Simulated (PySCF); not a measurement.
**[Er(O2)2]−: other functionals and bases at one geometry**

One table from this session's results is given with a row withheld; the runs are named, their logs left out.

The runs use PySCF 2.14.0; several levels, as the steps say, no spin–orbit coupling.

3 further runs of the same task are left out: 2 for a known fault of the program, 1 that didn't finish.

## Where the work starts

5 atoms, charge -1, spin multiplicity 1.

Bond lengths: Er1–O2 2.109 Å, Er1–O3 2.109 Å, Er1–O4 2.109 Å, Er1–O5 2.109 Å. Angles: O2–Er1–O3 42.3°, O2–Er1–O4 150.4°, O2–Er1–O5 150.4°, O3–Er1–O4 150.4°, O3–Er1–O5 150.4°, O4–Er1–O5 42.3°.

Coordinates:

```xyz
5

Er    0.0000    0.0000    0.0000
O     0.5385    0.5385    1.9666
O    -0.5385   -0.5385    1.9666
O     0.5385   -0.5385   -1.9666
O    -0.5385    0.5385   -1.9666
```

Formal oxidation states: Er +3. Each metal's 11 4f electrons lie in its core potential, so multiplicities, spins and levels count the valence alone. An earlier session relaxed this geometry at r2SCAN, Er lcecp-1-SVP with ECP57, O def2-SVP (singlet, point group D2d).

At r2SCAN on the finer grid: E = -338.761090 Eh, HOMO 0.75 eV, LUMO 2.52 eV, Mulliken charge on Er1 +0.80 e, largest force component 0.011 eV/Å. The highest filled level lies above zero; it isn't the detachment energy.

Levels to run: TPSSh; PBE; BP86; M06-L; r2SCAN, TZVP. Hardware: 2 threads of Arm Neoverse V1, shared host.

The first run:

Input file run.py (the lines that set the calculation):

```python
mol = gto.M(atom='''
Er     0.00000     0.00000     0.00000
O      0.53852     0.53852     1.96663
O     -0.53852    -0.53852     1.96663
O      0.53852    -0.53852    -1.96663
O     -0.53852     0.53852    -1.96663''',
    basis={'Er': 'lcecp-1-SVP', 'O': 'def2-SVP'},
    ecp={'Er': 'lcecp-1-SVP'},
    charge=-1, spin=0)
mf = dft.RKS(mol, xc='TPSSH')
mf.grids.atom_grid = (75, 302)  # f atoms: unpruned, at least (60, 302)
mf = mf.density_fit()  # fitting sets: Er AutoAux, O def2-universal-JKFIT
mf.conv_tol = 1e-08; mf.max_cycle = 55
mf.kernel(dm0)  # dm0: the density of the relaxed state
```

Launch:

```bash
> OMP_NUM_THREADS=2 python run.py
```

Among the steps run: TPSSh; PBE; BP86; M06-L; r2SCAN, TZVP.

One table of the session follows, with a row left open; its other results are not shown here.

| level | HOMO (eV) | gap (eV) | charge on Er1 (e) | largest force component (eV/Å) |
| --- | --- | --- | --- | --- |
| r2SCAN (relaxed here) | 0.75 | 1.77 | 0.80 | 0.01 |
| TPSSh | 0.36 | 2.31 | 0.80 | 0.08 |
| PBE | 1.04 | 1.15 | 0.59 | 0.10 |
| BP86 | 0.93 | 1.25 | 0.60 | 0.18 |
| M06-L | 0.98 | 2.49 | 0.97 | 0.12 |
| r2SCAN, TZVP | ? | ? | ? | ? |

**Question.** Estimate the row for r2SCAN, TZVP.

**Answer.** HOMO (eV): 0.41; gap (eV): 2.03; charge on Er1 (e): 1.27; largest force component (eV/Å): 0.06. In the column «HOMO (eV)» it lies between TPSSh (0.36) and r2SCAN (relaxed here) (0.75).

In one basis the gap runs from 1.15 eV (PBE) to 2.49 eV (M06-L). The largest leftover force, 0.18 eV/Å with BP86, stands at a geometry relaxed at another level. With 4f in the core, its levels are missing from HOMO and gap, and its count is fixed, so no charge can pass from the ligands into it. Total energies of different levels can't be compared.
